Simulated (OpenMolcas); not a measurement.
# One shape, several levels: C2H2Cl2Si (SMILES C#C[SiH](Cl)Cl)

We compute a comparison of 6 runs (HF/def2-SVP, B3LYP/6-31G*, BHLYP/def2-SVP, BLYP/def2-SVP, MP2/def2-SVP, CCSD(T)/def2-SVP) of C2H2Cl2Si. 

The calculation is run with OpenMolcas 26.06.

## (1) The system as given

C2H2Cl2Si has 7 atoms, charge 0, and is taken as a singlet. SMILES: `C#C[SiH](Cl)Cl`. The shape is that of a PBE0-D4/def2-TZVP optimisation.

Bond lengths: C1–C2 1.205 Å, C2–Si3 1.807 Å, Si3–Cl4 2.037 Å, Si3–Cl5 2.037 Å, C1–H6 1.066 Å, Si3–H7 1.472 Å. Angles: C1–C2–Si3 179.1°, C2–Si3–Cl4 109.2°, C2–Si3–Cl5 109.2°, Cl4–Si3–Cl5 109.6°, C2–C1–H6 179.8°, C2–Si3–H7 111.4°, Cl4–Si3–H7 108.7°, Cl5–Si3–H7 108.7°.

## (2) Energy and forces at HF/def2-SVP (run 1)

calc.input reads:

```
&GATEWAY
BASLIB = $CurrDir
COORD
7
bohr
C      0.41970817    -1.26479370     3.55570868
C      0.24131803    -0.53894989     1.40444446
Si     0.02399952     0.53422558    -1.83095564
Cl    -2.85462028    -1.31978473    -3.58896786
Cl    -0.66839613     4.32029187    -1.86497071
H      0.57164215    -1.90522188     5.46036364
H      2.38237773     0.04535343    -3.22217202
BASIS = def2-SVP
GROUP = NoSym
&SEWARD
&SCF
THRESHOLDS = 1e-10 1e-07 1e-07 1e-05
PRORBITALS = 1 2
&ALASKA
```

The basis set def2-SVP is read from a file made from the Basis Set Exchange's data (not shown).

Command:

```bash
$ export MOLCAS_MEM=1860
$ pymolcas calc.input > calc.log
```

The program printed:

```text
--- Start Module: gateway ---
[...]
--- Stop Module: gateway /rc=_RC_ALL_IS_WELL_ ---
[...]
      Basis functions           92
[...]
--- Start Module: scf ---
[...]
       Convergence after  14 Iterations
[...]
::    Total SCF energy                              -1284.4438292950
[...]
      Total spin, S                                     0.0000000000
[...]
      Total electronic charge=   62.000000
      Total            charge=   -0.000000
[...]
      Dipole Moment (debye):
      Origin of the operator (angstrom)=   -0.4766    0.4114   -0.7693
                   X=  1.1891E+00               Y= -9.4337E-01               Z=  1.5800E+00           Total=  2.1909E+00
      Quadrupole Moment (debye*angstrom):
[...]
--- Stop Module: scf /rc=_RC_ALL_IS_WELL_ ---
[...]
--- Start Module: alaska ---
[...]
 *              Molecular gradients               *
 **************************************************
  Irreducible representation: a
 ------------------------------------------------------------------------------------------
                              X                       Y                       Z
 ------------------------------------------------------------------------------------------
  C1                1.52009906608264E-03   -6.16449968964350E-03    1.82941346054513E-02
  C2               -2.42901362868908E-03    9.56359816095809E-03   -2.82839813063323E-02
  SI3              -1.00615348789574E-02    1.41173626418389E-03    8.12402011258706E-03
  CL4               6.19103122292941E-03    3.78193783098268E-03    3.98038058185790E-03
  CL5               1.57722092198420E-03   -8.10284847915810E-03    3.42494747567201E-04
  H6               -5.82861522429035E-05    1.62170080734603E-04   -4.57346496532729E-04
  H7                3.26048344897600E-03   -6.52094168267947E-04   -1.99970224469848E-03
 ------------------------------------------------------------------------------------------
--- Stop Module: alaska /rc=_RC_ALL_IS_WELL_ ---
[...]
```

Wall time 9 s (1 thread of Intel Xeon 6975P-C (Granite Rapids), shared host); peak memory 0.51 GiB.

## (3) Energy and gradient at B3LYP/6-31G(d) (Cartesian functions) (run 2)

mol.inp reads:

```
* C2H2Cl2Si Kohn-Sham DFT
&gateway
baslib = $CurrDir
coord
7
bohr
C      0.41970817    -1.26479370     3.55570868
C      0.24131803    -0.53894989     1.40444446
Si     0.02399952     0.53422558    -1.83095564
Cl    -2.85462028    -1.31978473    -3.58896786
Cl    -0.66839613     4.32029187    -1.86497071
H      0.57164215    -1.90522188     5.46036364
H      2.38237773     0.04535343    -3.22217202
basis = 6-31Gs
group = NoSym
&seward
gridinput
Grid=UltraFine
End of Grid
&scf
ksdft = B3LYP
thresholds = 1e-10 1e-07 1e-07 1e-05
prorbitals = 1 1
&alaska
```

The basis set 6-31G* is read from a file made from the Basis Set Exchange's data (not shown).

Command:

```bash
$ export MOLCAS_MEM=1860
$ pymolcas mol.inp > mol.log
```

The program printed:

```text
--- Start Module: gateway ---
[...]
--- Stop Module: gateway /rc=_RC_ALL_IS_WELL_ ---
[...]
      Basis functions           91
[...]
--- Start Module: scf ---
[...]
       Convergence after  13 Iterations
[...]
::    Total KS-DFT energy                           -1287.3369358145
[...]
      Total spin, S                                     0.0000000000
[...]
      Total electronic charge=   62.000000
      Total            charge=   -0.000000
[...]
      Dipole Moment (debye):
      Origin of the operator (angstrom)=   -0.4766    0.4114   -0.7693
                   X=  1.2314E+00               Y= -9.8386E-01               Z=  1.6582E+00           Total=  2.2878E+00
      Quadrupole Moment (debye*angstrom):
[...]
--- Stop Module: scf /rc=_RC_ALL_IS_WELL_ ---
[...]
--- Start Module: alaska ---
[...]
 *              Molecular gradients               *
 **************************************************
  Irreducible representation: a
 ------------------------------------------------------------------------------------------
                              X                       Y                       Z
 ------------------------------------------------------------------------------------------
  C1               -1.38364511042388E-03    5.24725108241597E-03   -1.54170015806052E-02
  C2                8.24345406830629E-04   -4.94852695129178E-03    1.51276641893022E-02
  SI3              -8.30052363321165E-03    4.77579690515917E-03   -5.11615643760033E-03
  CL4               7.83801553640018E-03    5.48942323755597E-03    5.66545196573998E-03
  CL5               1.44111730358354E-03   -1.09973696902763E-02    6.21441524916611E-04
  H6               -9.77061795185419E-05    5.03219717060910E-04   -1.51943135933497E-03
  H7               -3.21603323767405E-04   -6.97943005860679E-05    6.38031697642649E-04
 ------------------------------------------------------------------------------------------
--- Stop Module: alaska /rc=_RC_ALL_IS_WELL_ ---
[...]
```

It took 23 s on 1 thread of Intel Xeon 6975P-C (Granite Rapids), shared host; peak memory 0.5 GiB.

## (4) Energy and forces at BHLYP/def2-SVP (run 3)

test.inp reads:

```
&gateway
  baslib=$CurrDir
  basisset
  C.def2-SVP....
  C1 0.222100 -0.669300 1.881600 angstrom
  C2 0.127700 -0.285200 0.743200 angstrom
  End of Basis
  basisset
  Si.def2-SVP....
  Si3 0.012700 0.282700 -0.968900 angstrom
  End of Basis
  basisset
  Cl.def2-SVP....
  Cl4 -1.510600 -0.698400 -1.899200 angstrom
  Cl5 -0.353700 2.286200 -0.986900 angstrom
  End of Basis
  basisset
  H.def2-SVP....
  H6 0.302500 -1.008200 2.889500 angstrom
  H7 1.260700 0.024000 -1.705100 angstrom
  End of Basis

&seward
  gridinput
  Grid=UltraFine
  End of Grid

&scf
  ksdft=HYB_GGA_XC_BHANDHLYP
  thresholds=1e-10 1e-07 1e-07 1e-05
  prorbitals=1 2

&alaska
```

The basis set def2-SVP is read from a file made from the Basis Set Exchange's data (not shown).

Command:

```bash
$ export MOLCAS_MEM=1860
$ pymolcas test.inp > test.log
```

The program printed:

```text
--- Start Module: gateway ---
[...]
--- Stop Module: gateway /rc=_RC_ALL_IS_WELL_ ---
[...]
      Basis functions           92
[...]
--- Start Module: scf ---
[...]
       Convergence after  14 Iterations
[...]
::    Total KS-DFT energy                           -1286.8603950989
[...]
      Total spin, S                                     0.0000000000
[...]
      Total electronic charge=   62.000000
      Total            charge=   -0.000000
[...]
      Dipole Moment (debye):
      Origin of the operator (angstrom)=   -0.4766    0.4114   -0.7693
                   X=  1.0433E+00               Y= -8.3789E-01               Z=  1.4196E+00           Total=  1.9508E+00
      Quadrupole Moment (debye*angstrom):
[...]
--- Stop Module: scf /rc=_RC_ALL_IS_WELL_ ---
[...]
--- Start Module: alaska ---
[...]
 *              Molecular gradients               *
 **************************************************
  Irreducible representation: a
 ------------------------------------------------------------------------------------------
                              X                       Y                       Z
 ------------------------------------------------------------------------------------------
  C1                1.89586468469560E-04   -8.31946838252939E-04    2.51067300975194E-03
  C2               -4.00517214935059E-04    1.67313289269237E-03   -5.01478222827711E-03
  SI3              -7.37270708755666E-03    1.97376476393352E-03    2.87544987416266E-03
  CL4               4.48199405509087E-03    2.76647920375339E-03    2.71322186038425E-03
  CL5               1.15568708875324E-03   -5.79767595763414E-03    9.04937157890640E-05
  H6               -1.61197746498809E-04    5.94955930284469E-04   -1.74354702645907E-03
  H7                2.10715443666842E-03   -3.78709994892867E-04   -1.43150920547175E-03
 ------------------------------------------------------------------------------------------
--- Stop Module: alaska /rc=_RC_ALL_IS_WELL_ ---
[...]
```

It took 21 s on 1 thread of Intel Xeon 6975P-C (Granite Rapids), shared host; peak memory 0.51 GiB.

Runs 4 to 5 aren't shown in full; the table further down has their settings and results.

## (5) The energy at CCSD(T)/def2-SVP (run 6)

job.input reads:

```
* C2H2Cl2Si CCSD(T)

&GATEWAY
 BasLib=$CurrDir
 Coord
 7
 angstrom
 C        0.222100      -0.669300       1.881600
 C        0.127700      -0.285200       0.743200
 Si       0.012700       0.282700      -0.968900
 Cl      -1.510600      -0.698400      -1.899200
 Cl      -0.353700       2.286200      -0.986900
 H        0.302500      -1.008200       2.889500
 H        1.260700       0.024000      -1.705100
 Basis=def2-SVP
 Group=NoSym

&SEWARD

&SCF
 Thresholds=1e-10 1e-07 1e-07 1e-05
 PrOrbitals=1 1

&RASSCF
 FileOrb=$Project.ScfOrb
 Spin=1
 Nactel=0 0 0
 Inactive=31
 Ras2=0
 OutOrbitals=Canonical
 OrbListing=Nothing

&MOTRA
 JobIph
 Frozen=17

&CCSDT
 CCT
 Triples=2
 Iterations=80
 Accuracy=1e-08
 Extrapolation=5 4
```

The basis set def2-SVP is read from a file made from the Basis Set Exchange's data (not shown).

Command:

```bash
$ export MOLCAS_MEM=1860
$ pymolcas job.input > job.log
```

The program printed:

```text
--- Start Module: gateway ---
[...]
--- Stop Module: gateway /rc=_RC_ALL_IS_WELL_ ---
[...]
      Basis functions           92
[...]
       Convergence after  14 Iterations
[...]
::    Total SCF energy                              -1284.4438292950
[...]
      Total spin, S                                     0.0000000000
[...]
      Number of active orbitals                  0
[...]
      Spin quantum number                      0.0
[...]
      Active orbitals                            0
[...]
      Number of CSFs                             1
[...]
      Number of root(s) required                 1
[...]
      Convergence after  4 iterations
[...]
      Natural orbitals and occupation numbers for root  1
      ************************************************************************************************************************
      *                                                    Final results                                                     *
      ************************************************************************************************************************
[...]
::    RASSCF root number  1 Total energy:  -1284.44382930
[...]
      Total electronic charge=   62.000000
      Total            charge=   -0.000000
[...]
      Dipole Moment (debye):
      Origin of the operator (angstrom)=   -0.4766    0.4114   -0.7693
                   X=  1.1891E+00               Y= -9.4337E-01               Z=  1.5800E+00           Total=  2.1909E+00
      Quadrupole Moment (debye*angstrom):
[...]
--- Start Module: motra ---
[...]
      *** WARNING: Default frozen orbitals is overwritten by user input.
      *** Default values:  14
[...]
--- Stop Module: motra /rc=_RC_ALL_IS_WELL_ ---
[...]
--- Start Module: ccsdt ---
[...]
      Convergence after                    17  Iterations
      Total energy (diff) :   -1285.08705004       0.00000001
[...]
 METHOD                       : CCSD+T(CCSD)+<T3(1)WT1> = CCSD(T)
[...]
       CCSD     =     -1285.0870500369508
[...]
--- Stop Module: ccsdt /rc=_RC_ALL_IS_WELL_ ---
[...]
```

Wall time 61 s (1 thread of Intel Xeon 6975P-C (Granite Rapids), shared host); peak memory 0.51 GiB.

## (6) Overview of the runs

| run | level | Cartesian functions | integration grid | energy (Eh) | dipole moment (D) of the reference | HOMO energy (eV) | LUMO energy (eV) | wall time |
| --- | --- | --- | --- | --- | --- | --- | --- | --- |
| 1 | HF/def2-SVP | no | – | -1284.443829 | 2.19 | -11.58 | 3.09 | 9 s |
| 2 | B3LYP/6-31G* (Cartesian functions) | yes | UltraFine | -1287.336936 | 2.29 | -8.34 | -0.84 | 23 s |
| 3 | BHLYP/def2-SVP | no | UltraFine | -1286.860395 | 1.95 | -9.80 | 0.47 | 21 s |
| 4 | BLYP/def2-SVP | no | UltraFine | -1286.856675 | 1.62 | -7.12 | -1.31 | 25 s |
| 5 | MP2/def2-SVP | no | – | -1285.044477 | 2.19 | -11.58 | 3.09 | 7.5 s |
| 6 | CCSD(T)/def2-SVP | no | – | -1285.107960 | 2.19 | -11.58 | 3.09 | 61 s |

## (7) Summary of results

```
                                           quantity           value
                                run 6: total energy  -1285.10796 Eh
          run 6: dipole moment (mean-field density)          2.19 D
         run 6: HOMO energy (Hartree–Fock orbitals)       -11.58 eV
         run 6: LUMO energy (Hartree–Fock orbitals)         3.09 eV
       run 6: HOMO–LUMO gap (Hartree–Fock orbitals)        14.67 eV
run 6: correlation energy (17 core orbitals frozen)      -664.1 mEh
                              run 6: (T) correction      -20.91 mEh
```

**Reading.** Below the HF energy at the same shape and in the same basis (def2-SVP): MP2 -600.6 mEh; CCSD(T) -664.1 mEh. Over runs 1, 2, 3, 4 the dipole moment (its size) runs from 1.62 D (BLYP/def2-SVP) to 2.29 D (B3LYP/6-31G*). The two ends differ in method and basis. Over runs 1, 2, 3, 4 the HOMO–LUMO gap runs from 5.81 eV (BLYP/def2-SVP) to 14.67 eV (HF/def2-SVP). Exact exchange widens orbital gaps. Totals of different functionals can't be ranked against each other. All runs together took 2.4 min, the longest 61 s.
